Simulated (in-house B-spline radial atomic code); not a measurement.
# Te³⁵⁺: ionisation energy by several methods

Wanted: one ionisation energy, Te³⁵⁺ to configuration [Ne] 3s2 3p4, up the ladder of functionals.

The numbers are computed with in-house B-spline radial atomic code version 1 (Dirac-Coulomb, several functionals; spherical all-electron atom at the radial basis limit), except any that are marked as measured or tabulated.

### Step 1. The atom as given

```
element       : tellurium (Z = 52)
charge        : +35
electrons     : 17
configuration : [Ne] 3s2 3p5
nucleus       : Fermi, rms radius 4.742 fm
```

Outer shells as boxes (Hund's rule):

[Ne] 3s2 3p5
```
[Ne] core
3s [↑↓]
3p [↑↓][↑↓][↑ ]
```

The boxes only draw the filling; these runs are spin-restricted and spherical.

### Step 2. AM05

The run's settings:

```ini
Z = 52
electrons = 17.0
configuration = [Ne] 3s2 3p5
hamiltonian = dirac
method = am05
spin_polarised = False
nucleus = fermi
rms_radius = 4.7423
mass_number = 130
atomic_mass = 129.906222745
speed_of_light = 137.035999084
```

### Step 3. BP86

Changes to the settings of step 2:

```diff
@@ -4,3 +4,3 @@
 hamiltonian = dirac
-method = am05
+method = b88,p86
 spin_polarised = False
```

### Step 4. LDA (PW92)

Changes to the settings of step 3:

```diff
@@ -4,3 +4,3 @@
 hamiltonian = dirac
-method = b88,p86
+method = lda,pw
 spin_polarised = False
```

**Question.** The tabulated ionisation energy is 2386 ± 5 eV (tabulated theoretical; NIST Atomic Spectra Database). What does each method give, and which comes nearest?

As calculated:

| method | rung | total energy (hartree) | ΔSCF (eV) | with Breit, QED, recoil (eV) | −ε highest (eV) | corrected ΔSCF less tabulated (eV) |
| --- | --- | --- | --- | --- | --- | --- |
| LDA (PW92) | LDA | -5820.7714 | 2415.57 | 2413.57 | 2352.63 (3p3/2) | +27.57 |
| AM05 | GGA | -5821.4558 | 2415.52 | 2413.52 | 2352.67 (3p3/2) | +27.52 |
| BP86 | GGA | -5827.6795 | 2417.00 | 2414.99 | 2354.18 (3p3/2) | +28.99 |

The tabulated ionisation energy is 2386 ± 5 eV (tabulated theoretical; NIST Atomic Spectra Database). AM05 comes nearest (+27.52 eV) and BP86 is farthest (+28.99 eV, 1.2 %). All methods miss on the same side by much the same amount, which points to something that they share. Open shells are averaged (over orientations, and over spins where the run is restricted), while tables refer to the lowest levels.

Members of this set that are not shown: 1 used exact exchange with fractional occupations of an open shell, which is unsound here.
